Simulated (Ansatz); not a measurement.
# RbAsPd3: the cost of one run

Method: DFT PBE, scalar-relativistic, plane waves, PAW, in Ansatz 0.2.0.

### Step 1. The structure to begin with

It takes space group Pm-3m (No. 221, cubic). Conventional cell: a = 4.649 Å, b = 4.649 Å, c = 4.649 Å, α = 90.00°, β = 90.00°, γ = 90.00°. Around Rb (site symmetry m-3m) lie 12 Pd at 3.29 Å. Around As (site symmetry m-3m) lie 6 Pd at 2.32 Å. Pd (site symmetry 4/mmm) has 2 As at 2.32 Å as nearest neighbours.

Coordinates:

```cif
data_structure
_symmetry_space_group_name_H-M 'P 1'
_symmetry_Int_Tables_number 1
_cell_length_a 4.6495
_cell_length_b 4.6495
_cell_length_c 4.6495
_cell_angle_alpha 90.000
_cell_angle_beta 90.000
_cell_angle_gamma 90.000
_cell_volume 100.51
loop_
_atom_site_label
_atom_site_type_symbol
_atom_site_fract_x
_atom_site_fract_y
_atom_site_fract_z
_atom_site_occupancy
Rb1 Rb 0.00000 0.00000 0.00000 1
As1 As 0.50000 0.50000 0.50000 1
Pd1 Pd 0.00000 0.50000 0.50000 1
Pd2 Pd 0.50000 0.00000 0.50000 1
Pd3 Pd 0.50000 0.50000 0.00000 1
```

A structure generator made this guess: species swapped into a database cell of TbBPd3 (Pm-3m, No. 221), with Rb on the Tb sites and As on the B sites. The dimensions are guesses.

### Step 2. Probe: one point on a coarse mesh

File input.yaml:

```yaml
crystal:
  lattice:
    - [4.64948038, 0.0, 0.0]
    - [0.0, 4.64948038, 0.0]
    - [0.0, 0.0, 4.64948038]
  atoms:
    - { symbol: Rb, position: [0.0, 0.0, 0.0] }
    - { symbol: As, position: [0.5, 0.5, 0.5] }
    - { symbol: Pd, position: [0.0, 0.5, 0.5] }
    - { symbol: Pd, position: [0.5, 0.0, 0.5] }
    - { symbol: Pd, position: [0.5, 0.5, 0.0] }
basis:
  ecutwfc: 420
kpoints:
  mp_grid: { grid: [4, 4, 4] }
hamiltonian:
  xc: pbe
scf:
  occupations: { method: gaussian, width: 0.1 }
  lower_state_search: "off"
output:
  forces: true
  stress: true
  eigenvalues: true
```

Run with:

```console
ansatz run input.yaml --threads 1 --pin off --max-ram 2048MiB --backend cpu --events-out ev --progress --plain --runs-dir out
```

Q: Estimate wall time and peak memory on 1 thread of Arm Neoverse V2, shared host.

About 3 s, with a peak of 0.36 GiB.
